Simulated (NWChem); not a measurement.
# One shape, several levels: GeSe (Germanium monoselenide)

We compute a comparison of 4 runs (HF/STO-3G, HF/3-21G, B3LYP/6-31G*) of GeSe (Germanium monoselenide). 

Program for the calculation: NWChem 7.3.0.

12 further runs of the same task are left out: 1 that didn't finish, 11 set aside as unsound or not needed.

## (1) Starting point

The species is GeSe (2 atoms), meant as a singlet with charge 0. As SMILES, `[Ge-]#[Se+]`. The Ge1–Se2 distance was set to 2.455 Å, away from the relaxed value.

Bond lengths: Ge1–Se2 2.455 Å.

## (2) A single-point energy at HF/STO-3G (run 1)

File gese.nw:

```
echo
start gese
title "GeSe"
memory 2200 mb

geometry units atomic noautosym nocenter noautoz
   Ge  0.00000000  0.00000000 -0.60503550
   Se  0.00000000  0.00000000  4.03386419
end

basis spherical bse
   * library STO-3G
end

scf
   thresh 1e-08
   maxiter 80
   print low
end

task scf
```

Run with:

```sh
nwchem gese.nw > gese.out
```

What it wrote:

```text
[...]
  functions       =    36
[...]
  wavefunction    = RHF
[...]
         Total SCF energy =  -4425.245235804255
      One-electron energy =  -6680.577578015654
      Two-electron energy =   2020.793966150933
 Nuclear repulsion energy =    234.538376060466
        Time for solution =      1.9s
 Task  times  cpu:        2.0s     wall:        2.0s
[...]
```

It took 2.5 s on 1 thread of Intel Xeon Platinum 8488C (Sapphire Rapids), shared host; peak memory 0.096 GiB.

## (3) A single-point energy at HF/3-21G (run 2)

File gese.nw:

```
start gese
memory stack 880 mb heap 220 mb global 1100 mb

geometry noautosym nocenter noautoz
Ge     0.000000     0.000000    -0.320171
Se     0.000000     0.000000     2.134629
end

basis spherical bse
* library 3-21G
end

scf
thresh 1e-08
maxiter 80
end

task scf energy
```

Run with:

```sh
nwchem gese.nw > gese.out
```

What it wrote:

```text
[...]
  functions       =    44
[...]
  wavefunction    = RHF
[...]
         Total SCF energy =  -4453.817743037957
      One-electron energy =  -6684.181950590265
      Two-electron energy =   1995.825814643854
 Nuclear repulsion energy =    234.538392908454
        Time for solution =      2.0s
[...]
```

It took 2.7 s on 1 thread of Intel Xeon Platinum 8488C (Sapphire Rapids), shared host; peak memory 0.097 GiB.

Run 3 isn't shown in full; the table further down has it.

## (4) The energy at B3LYP/6-31G(d) (Cartesian functions) (run 4)

File gese.xyz:

```xyz
2
GeSe B3LYP
Ge     0.000000     0.000000    -0.320171
Se     0.000000     0.000000     2.134629
```

File gese.nw:

```
start gese
title "GeSe B3LYP"
memory 2200 mb
charge 0

geometry noautosym nocenter noautoz
  load gese.xyz
end

basis cartesian
  * library 6-31G*
end

dft
  xc b3lyp
  grid xfine
  convergence energy 1e-08
  maxiter 100
  mulliken
end

task dft energy
```

Run with:

```sh
nwchem gese.nw > gese.out
```

What it wrote:

```text
[...]
          Wavefunction type:  closed shell.
          No. of atoms     :     2
          No. of electrons :    66
[...]
          Charge           :     0
          Spin multiplicity:     1
[...]
          AO basis - number of functions:    70
[...]
              XC Information
              --------------
                         B3LYP Method XC Potential
                     Hartree-Fock (Exact) Exchange  0.200
                        Slater Exchange Functional  0.800 local
                    Becke 1988 Exchange Functional  0.720 non-local
              Lee-Yang-Parr Correlation Functional  0.810
                  VWN I RPA Correlation Functional  0.190 local
[...]
 d= 0,ls=0.0,diis     1  -4477.9369099335 -4.71D+03  5.30D-02  2.39D+00     2.1
[...]
 d= 0,ls=0.0,diis    13  -4478.0875681262 -1.55D-11  2.54D-07  4.33D-10    16.3
         Total DFT energy =    -4478.087568126178
      One electron energy =    -6704.332243863832
           Coulomb energy =     2157.770363256034
    Exchange-Corr. energy =     -166.064080426833
 Nuclear repulsion energy =      234.538392908454
[...]
      Total Density - Mulliken Population Analysis
     ---------------------------------------------
    Atom       Charge   Shell Charges
 -----------   ------   -------------------------------------------------------
    1 Ge  32    31.73   2.00  1.99  6.00  1.93  5.99  1.68  1.35  0.31  0.40  6.92  2.98  0.19
    2 Se  34    34.27   2.00  1.99  6.00  1.93  5.98  1.61  3.01  0.38  1.29  6.99  2.96  0.12
[...]
```

It took 17 s on 1 thread of Intel Xeon Platinum 8488C (Sapphire Rapids), shared host; peak memory 0.11 GiB.

## (5) All runs side by side

| run | level | iteration cap | module | energy (Eh) | wall time |
| --- | --- | --- | --- | --- | --- |
| 1 | HF/STO-3G | 80 | scf | -4425.245236 | 2.5 s |
| 2 | HF/3-21G | 80 | scf | -4453.817743 | 2.7 s |
| 3 | B3LYP/6-31G* (spherical functions) | 100 | dft | -4478.074030 | 15 s |
| 4 | B3LYP/6-31G* (Cartesian functions) | 100 | dft | -4478.087568 | 17 s |

## (6) Summary of results

| quantity | value |
| --- | --- |
| run 4: total energy | -4478.08757 Eh |
| run 4: dipole moment | 2.98 D |
| run 4: HOMO energy | -6.69 eV |
| run 4: LUMO energy | -3.28 eV |
| run 4: HOMO–LUMO gap | 3.41 eV |

**Reading.** Over runs 2, 3, 4 the dipole moment (its size) runs from 2.96 D (B3LYP/6-31G*) to 4.15 D (HF/3-21G). The two ends differ in method and basis. Over runs 2, 3, 4 the HOMO–LUMO gap runs from 3.41 eV (B3LYP/6-31G*) to 8.33 eV (HF/3-21G). In run 1 the basis is minimal, so the values are rough. All runs together took 37 s, the longest 17 s.
